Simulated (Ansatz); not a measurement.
What each level of theory costs: SiNi (Pnma), on Neoverse N1 cores, threads left to the program

All times were clocked for whole runs of Ansatz 0.2.0, start-up included, one run at a time with no other job on the machine: an Arm Neoverse N1 node (56 of its 64 cores, memory capped at 64 GiB). Times and memory are rounded to two significant figures, and ratios are formed from the unrounded values. A row is a single run, so small differences between rows aren't established. Precision is the program's default, which can work at lower precision in parts of a run.

The first rung is PBE.

Commands are shown without the flags for output files and display.

The folder soft_1 holds one of the program's own sets of PAW files, generated with PBE and used with every functional where the input names it.

* atoms: 8
* valence electrons: 88
* cell volume: 95.11 Å³
* cutoff (chosen by the program): 420 eV
* k mesh: 5×7×4
* k points solved: 36
* symmetry operations used (translations within a supercell counted): 8
* plane waves at Γ: 1869
* dense FFT grid: 36×24×40
* bands at the start: 52
* spin: none
* first density: superposed atoms

The input file:

```yaml
crystal:
  lattice:
    - [5.141535, 0.000000, 0.000000]
    - [0.000000, 3.321297, 0.000000]
    - [0.000000, 0.000000, 5.569775]
  atoms:
    - { symbol: Si, position: [0.821089, 0.750000, 0.582324] }
    - { symbol: Si, position: [0.178911, 0.250000, 0.417676] }
    - { symbol: Si, position: [0.321089, 0.750000, 0.917676] }
    - { symbol: Si, position: [0.678911, 0.250000, 0.082324] }
    - { symbol: Ni, position: [0.507950, 0.250000, 0.688521] }
    - { symbol: Ni, position: [0.492050, 0.750000, 0.311479] }
    - { symbol: Ni, position: [0.007950, 0.250000, 0.811479] }
    - { symbol: Ni, position: [0.992050, 0.750000, 0.188521] }
kpoints:
  mp_grid: { grid: [5, 7, 4] }
hamiltonian:
  xc: pbe
  pseudopotentials: { azcp: { folder: soft_1 } }
scf:
  occupations: { method: fermi_dirac, width: 0.1 }
output: { forces: true, stress: true }
```

Command for every rung:

```bash
taskset -c 8-63 ansatz run input.yaml --backend cpu --max-ram 64GiB
```

Lines that stand in the other rungs' inputs in place of, or beside, those above:

```yaml
# LDA
hamiltonian:
  xc: lda
# r2SCAN
hamiltonian:
  xc: r2scan
# PBE with spin-orbit coupling
hamiltonian:
  pseudopotentials: { kind: paw_fr, azcp: { folder: soft_1 } }
magnetization: { noncollinear: true, spin_orbit: true }
output: { eigenvalues: true }
# PBE with bands and DOS
kpoints:
  band_path: { path: [[0, 0, 0], [0.5, 0, 0], [0.5, 0.5, 0], [0, 0, 0], [0.5, 0.5, 0.5]], npoints: 15 }
output: { eigenvalues: true, dos: {} }
# PBE, all-electron LAPW
hamiltonian:
  pseudopotentials: { kind: all_electron, lapw: {} }
# HSE06
hamiltonian:
  xc: hse06
# PBE Γ phonons (DFPT)
phonons: { method: dfpt, qpoints: [[0, 0, 0]] }
# (no output line)
```

| level | wall time | SCF clock | outside it | outputs asked | electrons in bands | bands at the start | cutoff (eV) | dense FFT grid | XC grid (× dense grid) | k points | SCF iterations | residual at close (eV) | eigensolver | threads | host memory (GiB) | remarks |
| --- | --- | --- | --- | --- | --- | --- | --- | --- | --- | --- | --- | --- | --- | --- | --- | --- |
| PBE | 1.0 s | 0.72 s | 0.28 s | forces, stress | 88 | 52 | 420 | 36×24×40 | 8 | 36 | 9 | 1e-8 | band CG | 56 | 1.2 |  |
| LDA | 1.0 s | 0.71 s | 0.34 s | forces, stress | 88 | 52 | 420 | 36×24×40 | 1 | 36 | 9 | 1e-8 | band CG | 56 | 1.1 |  |
| PBE with bands and DOS | 1.5 s | 1.2 s | 0.30 s | eigenvalues, dos | 88 | 53 | 420 | 36×24×40 | 1 | 36 | 9 | 1e-8 | band CG | 56 | 1.7 | band table 0.11 s |
| r2SCAN | 2.1 s | 1.7 s | 0.41 s | forces, stress | 88 | 52 | 500 | 40×25×45 | 64 | 36 | 10 | 2e-8 | band CG | 56 | 1.7 |  |
| PBE with spin-orbit coupling | 4.0 s | 3.3 s | 0.70 s | eigenvalues | 88 | 106 | 420 | 36×24×40 | 1 | 36 | 10 | 3e-8 | band CG | 56 | 4.2 | closing search 0.50 s |
| PBE Γ phonons (DFPT) | 16 s | 15 s | 0.44 s | none | 88 | 53 | 420 | 36×24×40 | 8 | 44 | 12 | 6e-12 | band CG | 56 | 2.4 | 6 perturbations, 22 response iterations |
| HSE06 | 27 s | 25 s | 1.9 s | forces, stress | 88 | 53 | 420 | 36×24×40 | 8 | 36 | 36 |  | Davidson | 56 | 4.8 | band table 2.2 s; SCF threshold loose for stress (1e-7 against 8e-10 eV); exchange threshold loose for stress (1e-6 against 8e-8 eV); exchange on 30×20×32 points |

The SCF clock is the program's own. It runs from the start of the first SCF loop to the final result and holds forces, stress, later SCFs and response steps. Outside it lie start-up, exit and the set-up ahead of the first loop, which depends on the cell and the method.

SCF iterations are those that the program logged, summed over all steps and exchange cycles of a run; an SCF made in search of a lower state can go uncounted; response, GW and RPA loops aren't counted. A hybrid's count includes the PBE SCF that it starts from. The k points are those of the first SCF; band paths, strained cells and response steps solve further ones. LAPW's cutoff and plane waves are those at the start; the program can enlarge the basis.

«SCF threshold loose for stress (a against b)»: the program warns that its threshold a on the density residual is looser than the b that it advises where a stress is wanted. The warning is on the threshold set and not on the residual reached, which can lie below it; a run set to the advised value can need more iterations. «exchange threshold loose for stress (a against b)»: the same warning for the energy threshold of a hybrid's exchange loop, again on the value set and not on the value reached. «a perturbations, b response iterations»: symmetry left a displacements to solve, which took b iterations of the response in all. «exchange on a×b×c points»: exact exchange forms its pair densities on this grid and not on the dense one, without the augmentation charges, which are treated apart. «closing search a s»: at the SCF's close the program searches for levels that the SCF missed, which took a s of the SCF clock (told where that is 15 % of it or more). «band table a s»: behind the SCF the program solved its bands further for a band table, asked for or not, which took a s of the SCF clock (told where that is 5 % of it or more).

The rungs don't all ask for the same outputs, so their times differ by more than the level of theory.

The program sets the grid for exchange-correlation by functional and task; the column gives its points per point of the dense FFT grid (LAPW has grids of its own).

The residual is the density residual (dr2) at which the first SCF closed; hybrids, which run several SCFs, have none listed. The eigensolver is the one reported for the main SCF. Ahead of a DFPT response the program converges the ground state more tightly by default.

At its default thresholds the program warns of the stress for hybrids alone, so a rung without the warning needn't be the more tightly converged one. The first rung closed at 1e-8 eV, above the 8e-10 eV that the program advises for its stress (1e-10 eV an atom; for hybrids it counts 16 atoms at most).

DFPT reduces the ground state's mesh only under the symmetry operations that its perturbations allow, hence more k points.

The PAW files were made with PBE; for other functionals the program regenerates the frozen cores at set-up.

The stress takes 8.3 s of the 27 s of HSE06.

The first rung takes only 1.0 s, 0.72 s of it on the SCF clock, in a single run. That is too short to divide by, since fixed costs and noise weigh heavily on it, so no ratios to it are given. The cost of one level against another in a larger system can differ much from what these times suggest.

Question: How long does PBE, all-electron LAPW take on Neoverse N1 cores, threads left to the program?

Answer: 7.0 s, against 1.0 s for the first rung, at a cutoff of 373 eV at the start, in 10 SCF iterations against 9; peak host memory 3.2 GiB. Of the wall time 6.5 s is on the SCF clock and 0.46 s outside. On the SCF clock alone it is 6.5 s against 0.72 s. It starts with 72 bands, against 52, for 120 electrons in bands against 88. Its dense FFT grid has 36×24×36 points, against 36×24×40 (0.90 times as many). Its eigensolver is Davidson, against band CG.
